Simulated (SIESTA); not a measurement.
## WS2 in SIESTA: convergence with vacuum

Input of the first run (vacuum 6); the others differ in this setting and in those tied to it:

File WS2.fdf:

```
SystemName                      WS2
SystemLabel                     WS2
NumberOfSpecies                 2
NumberOfAtoms                   6
%block ChemicalSpeciesLabel
  1  16 S
  2  74 W
%endblock ChemicalSpeciesLabel

LatticeConstant                 1.0 Ang
%block LatticeVectors
     3.1580007685     0.0000000000     0.0000000000
    -1.5790003843     2.7349088908     0.0000000000
     0.0000000000     0.0000000000    15.2937000000
%endblock LatticeVectors
AtomicCoordinatesFormat         Fractional
%block AtomicCoordinatesAndAtomicSpecies
     0.3333333333     0.6666666667     0.1961592028  1  S
     0.6666666667     0.3333333333     0.2997296802  2  W
     0.3333333333     0.6666666667     0.4008418700  1  S
     0.0000000000     0.0000000000     0.5991571693  1  S
     0.3333333333     0.6666666667     0.7027276467  2  W
     0.0000000000     0.0000000000     0.8038398365  1  S
%endblock AtomicCoordinatesAndAtomicSpecies

%block kgrid.MonkhorstPack
    6   0   0  0.0
    0   6   0  0.0
    0   0   1  0.0
%endblock kgrid.MonkhorstPack
XC.Functional                   VDW
XC.Authors                      BH
PAO.BasisSize                   DZP
PAO.EnergyShift                 0.003 Ry
Mesh.Cutoff                     800 Ry
OccupationFunction              FD
ElectronicTemperature           0.05 eV
Slab.DipoleCorrection           vacuum
MaxSCFIterations                120
SCF.MustConverge                false
SCF.Mixer.Method                Pulay
SCF.Mixer.Weight                0.25
SCF.Mixer.History               8
SCF.DM.Tolerance                5.0e-05
SCF.H.Tolerance                 1.0e-03 eV
WriteForces                     true
Charge.Mulliken                 end
%block PAO.Basis
  W 5
  n=5 0 2
    3.045 0.000
  n=6 0 2
    7.656 0.000
  n=5 1 2
    3.655 0.000
  n=6 1 1
    7.656
  n=5 2 2
    6.641 0.000
%endblock PAO.Basis
```

Potentials or basis: PseudoDojo 0.4 standard (PBE files), DZP (energy shift 0.003 Ry; two zetas on semicore shells).

Run with:

```bash
$ siesta < WS2.fdf > WS2.out 2>&1
```

Hardware: 1 thread of Arm Neoverse V2, with other jobs on the host.

The values tried are 6, 8, 10, 12, 15, loosest first. From which on does the energy stay within 1 meV/atom of the tightest run that finished?

From 8 on.

```csv
vacuum,"energy less the tightest run, at zero smearing (meV/atom)",SCF cycles,CPU time (s),peak memory (GiB)
6,-3.28,11,130,0.68
8,-0.56,13,150,0.7
10,-0.11,13,170,0.77
12,-0.02,13,170,0.78
15,0.00,13,180,0.81
```

The tightest run that finished is the yardstick and may itself not be fully converged.
